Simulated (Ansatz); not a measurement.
# CH₄SiTe: basis-set convergence

How large a basis does CH₄SiTe need? Two functionals are run in growing sets.

The runs use Ansatz 0.2.0, Gaussian basis; one geometry, several basis sets.

The runs, in order: PBE0-D4/def2-SVP; ωB97M-V/def2-SVP; PBE0-D4/def2-QZVPP; ωB97M-V/def2-QZVPP; the functionals' def2-TZVPP values are taken from earlier runs.

1 further run of the same task is left out (for a known fault of the program).

## 1. The relaxed structure

All runs share one geometry, relaxed beforehand with PBE0-D4 in a triple-zeta def2 set. Te takes the def2 core potential; no spin-orbit term is included.

SMILES `C1[SiH2][Te]1`, 7 atoms, charge 0, spin multiplicity 1.

Atoms are counted from 1 here; the program's logs count them from 0.

Bond lengths: C1–Si2 1.840 Å, C1–Te3 2.226 Å, C1–H4 1.085 Å, C1–H5 1.085 Å, Si2–Te3 2.433 Å, Si2–H6 1.480 Å, Si2–H7 1.480 Å. Angles: Si2–C1–Te3 72.8°, Si2–C1–H4 119.8°, Si2–C1–H5 119.8°, Te3–C1–H4 111.2°, Te3–C1–H5 111.2°, H4–C1–H5 113.8°, C1–Si2–Te3 60.9°, C1–Si2–H6 117.9°, C1–Si2–H7 117.9°, Te3–Si2–H6 118.9°, Te3–Si2–H7 118.9°, H6–Si2–H7 113.0°, C1–Te3–Si2 46.3°.

Geometry (Å):

```
C    -0.6828   -0.3165   -0.5525
Si    0.6583    0.4802    0.4237
Te    0.1132   -1.8519    0.8492
H    -0.5044   -0.5969   -1.5850
H    -1.7195   -0.0847   -0.3339
H     0.2734    1.4987    1.4255
H     1.9231    0.8031   -0.2728
```

## 2. PBE0-D4 in def2-SVP

Input file in.yaml:

```yaml
crystal:
  periodic: [false, false, false]
  atoms:
    - {symbol: C, position_ang: [-0.682775, -0.316539, -0.552539]}
    - {symbol: Si, position_ang: [0.658318, 0.480179, 0.423702]}
    - {symbol: Te, position_ang: [0.113195, -1.851947, 0.849246]}
    - {symbol: H, position_ang: [-0.504449, -0.596925, -1.584974]}
    - {symbol: H, position_ang: [-1.719506, -0.084733, -0.333895]}
    - {symbol: H, position_ang: [0.273378, 1.498731, 1.425456]}
    - {symbol: H, position_ang: [1.923138, 0.803135, -0.272795]}
basis:
  gaussian: {orbitals: def2-SVP}
hamiltonian: {xc: pbe0, dispersion: d4}
output: {orbitals: {seedname: orbitals}}
```

Launch:

```console
> ansatz run in.yaml --threads 2 --pin off --events-out ev --progress --plain --max-ram 4352MiB
```

The runs that follow: ωB97M-V in def2-SVP; PBE0-D4 in def2-QZVPP; ωB97M-V in def2-QZVPP.

**Question.** What will the summary of the whole plan be? Wanted: PBE0-D4: double and triple zeta above quadruple; ωB97M-V: double and triple zeta above quadruple.

**Answer**, as computed:

| quantity | value |
| --- | --- |
| PBE0-D4: double and triple zeta above quadruple | 4.73, 0.38 eV |
| ωB97M-V: double and triple zeta above quadruple | 4.83, 0.36 eV |

PBE0-D4 gains 4.36 eV from double to triple zeta, then 0.38 eV more. Total energies overstate the basis error of differences, where much of it tends to cancel.
